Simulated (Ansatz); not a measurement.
**GeP+ (triplet): the correlation ladder, cc-pVTZ**

Aim: climb from Hartree-Fock through coupled cluster and multireference methods for GeP+ (triplet) at one geometry and basis, and see what each rung misses.

Computed with Ansatz 0.2.0, Gaussian basis. Level: cc-pVTZ, core rule «outside noble gas», up to 19 orbitals frozen.

Plan: UHF; CCSD(T) on ROHF; CCSD(T) on UHF; BCCD(T) on ROHF; CISD; CCSDT(Q) on ROHF; CCSDT(Q) on UHF; CASSCF and MRCISD+Q, 8 electrons in 8 orbitals; CASSCF and NEVPT2, 8 electrons in 8 orbitals.

11 further runs of the same task are left out: 3 that didn't finish, 8 set aside as unsound or not needed.

## Step 1: What is computed

The geometry is a PBE0/def2-TZVP stationary point (not a proven minimum). No spin-orbit coupling is included. The filled d shell of Ge may be among the frozen orbitals whatever the setting's name suggests; the logs give the count.

2 atoms, charge 1, spin multiplicity 3.

Atoms are counted from 1 here; the program's logs count them from 0.

Bond lengths: Ge1–P2 2.304 Å.

## Step 2: UHF

in.yaml

```yaml
crystal:
  periodic: [false, false, false]
  atoms:
    - {symbol: Ge, position_ang: [0.000000, 0.000000, 0.000000]}
    - {symbol: P, position_ang: [0.000000, 0.000000, 2.303500]}
basis:
  gaussian: {orbitals: cc-pVTZ}
total_charge: 1
magnetization: {spin_polarized: true, initial_magnetization: 2}
hamiltonian: {xc: hf}
output: {orbitals: {seedname: orbitals}}
```

On the command line:

```
> ansatz run in.yaml --threads 1 --pin off --events-out ev --progress --plain --max-ram 2393MiB
```

The runs that follow: CCSD(T) on ROHF; CCSD(T) on UHF; BCCD(T) on ROHF; CISD; CCSDT(Q) on ROHF; CCSDT(Q) on UHF; CASSCF and MRCISD+Q, 8 electrons in 8 orbitals; CASSCF and NEVPT2, 8 electrons in 8 orbitals.

Q: Predict the results of all the runs planned. Wanted: UCCSDT(Q) below the RHF energy; RMP2 from UCCSDT(Q); UMP2 from UCCSDT(Q); RCCSD from UCCSDT(Q); RCCSD(T) from UCCSDT(Q); UCCSD(T) from UCCSDT(Q); RCCSDT(Q) from UCCSDT(Q); NEVPT2 valence from UCCSDT(Q); MRCISD+Q valence from UCCSDT(Q).

As calculated:

| quantity | value |
| --- | --- |
| UCCSDT(Q) below the RHF energy | -5.5666 eV |
| RMP2 from UCCSDT(Q) | +1160.5 meV |
| UMP2 from UCCSDT(Q) | +1207.6 meV |
| RCCSD from UCCSDT(Q) | +324.7 meV |
| RCCSD(T) from UCCSDT(Q) | +63.6 meV |
| UCCSD(T) from UCCSDT(Q) | +63.6 meV |
| RCCSDT(Q) from UCCSDT(Q) | +2.6 meV |
| NEVPT2 valence from UCCSDT(Q) | +935.2 meV |
| MRCISD+Q valence from UCCSDT(Q) | +41.1 meV |
| levels within 1 kcal/mol (43 meV) | RCCSDT, UCCSDT, RCCSDT(Q), MRCISD+Q valence |
| T1 diagnostic | 0.027 |
| effectively unpaired electrons | 2.05 |

What this shows: RCCSD(T) misses by +63.6 meV, 1.1 % of the correlation energy. One determinant dominates. Of the multireference levels listed MRCISD+Q valence comes nearest in total energy (+41.1 meV), which doesn't show that its space is the better one. These misses are within one basis, not against nature; the frozen cores of restricted and unrestricted runs differ, which can shift their rows.
